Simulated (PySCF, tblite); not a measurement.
**C₂H₈O₃SeSi₂: geometry, infrared bands and NMR shifts**

What infrared bands and NMR shifts should C₂H₈O₃SeSi₂ (`O=C[C@@H](O[SiH2]O)[Se][SiH3]`) show?

Programs: tblite 0.8.0 and PySCF 2.14.0, with density-fitted response routines of our own. Each step states its level of theory. These are calculated values for one molecule in the gas phase, unless marked as measured. Atoms count from 0, in the outputs and in this text.

## (1) The starting structure

16 atoms, charge 0, multiplicity 1; geometry from: force field or distance geometry start.

Bonds of the start (Å): O0–C1 1.21, C1–C2 1.51, C2–O3 1.42, O3–Si4 1.74, Si4–O5 1.71, C2–Se6 1.94, Se6–Si7 2.28, C1–H8 1.09, C2–H9 1.12, Si4–H10 1.47, Si4–H11 1.48, O5–H12 1.00, Si7–H13 1.47, Si7–H14 1.47, Si7–H15 1.48.

## (2) Relaxing the molecule with GFN2-xTB

Job settings and geometry (Å):

```
{"job": {"kind": "relax", "xc": "GFN2-xTB", "basis": "xTB"}, "charge": 0, "multiplicity": 1}
O     -0.761300     3.108800     0.231400
C     -0.867800     2.023500     0.759300
C     -0.040300     0.852200     0.283000
O     -0.273300     0.656900    -1.108700
Si    -1.630900    -0.405900    -1.342500
O     -1.107300    -2.038200    -1.321700
Se     1.842000     1.260700     0.546900
Si     2.489200    -0.856000    -0.019500
H     -1.542400     1.884500     1.601900
H     -0.276600    -0.040500     0.911800
H     -2.655100    -0.194200    -0.313700
H     -2.229000    -0.119100    -2.660900
H     -0.807800    -2.186900    -0.377400
H      3.949300    -0.976700     0.076800
H      2.059800    -1.134400    -1.402500
H      1.843900    -1.826000     0.895800
```

Command:

```bash
OMP_NUM_THREADS=1 python probes_run.py task.json out
```

The driver reads the jobs from task.json and runs them one after another.

**Question.** This job is followed by: GFN2-xTB harmonic vibrations, gas phase; GIAO PBE0/pcSseg-1 NMR shielding, non-relativistic, gas phase. What will the session give for the following? strongest single infrared mode (GFN2-xTB); zero-point energy (GFN2-xTB); 13C shifts against TMS (PBE0/pcSseg-1); 1H shifts against TMS (PBE0/pcSseg-1, means over atoms taken as alike); 17O shifts against H2O (PBE0/pcSseg-1); 29Si shifts against TMS (PBE0/pcSseg-1); 77Se shifts against Me2Se (PBE0/pcSseg-1).

**Answer**, as computed:

| quantity | value |
| --- | --- |
| strongest single infrared mode (GFN2-xTB) | 832 cm⁻¹, 468 km/mol |
| zero-point energy (GFN2-xTB) | 59.8 kcal/mol |
| 13C shifts against TMS (PBE0/pcSseg-1) | 195.4, 83.1 ppm |
| 1H shifts against TMS (PBE0/pcSseg-1, means over atoms taken as alike) | 9.12, 6.53, 5.29, 5.11, 4.77, 1.60 ppm |
| 17O shifts against H2O (PBE0/pcSseg-1) | 551.5, 63.5, 57.3 ppm |
| 29Si shifts against TMS (PBE0/pcSseg-1) | -39.5, -61.2 ppm |
| 77Se shifts against Me2Se (PBE0/pcSseg-1) | 31 ppm |

In words: The optimisation took 130 steps and gained 1.342 eV; among the close pairs (by a distance rule), C2–Se6 changed most, from 1.944 to 2.044 Å. All 42 modes are real, so the xTB geometry is a minimum. The strongest single mode, at 832 cm⁻¹, moves mainly H11 and H10. Unscaled tight-binding wavenumbers are off by several per cent, some by more. Its intensities can rank the bands wrongly. C1 (aldehyde carbonyl carbon) lies farthest downfield among carbon, at 195.4 ppm; low-lying n→π* states of the double bond to the heteroatom give a large paramagnetic term (-261 ppm). The most deshielded hydrogen is H8 (hydrogen on an aldehyde carbonyl carbon), at 9.12 ppm: the formyl region, downfield of aromatic protons. At PBE0/pcSseg-1: The largest span, 1656 ppm, is at Se6, where the paramagnetic term is -1276 ppm. Spin-orbit coupling is left out, which matters for shieldings and couplings at and beside the heavy atoms.
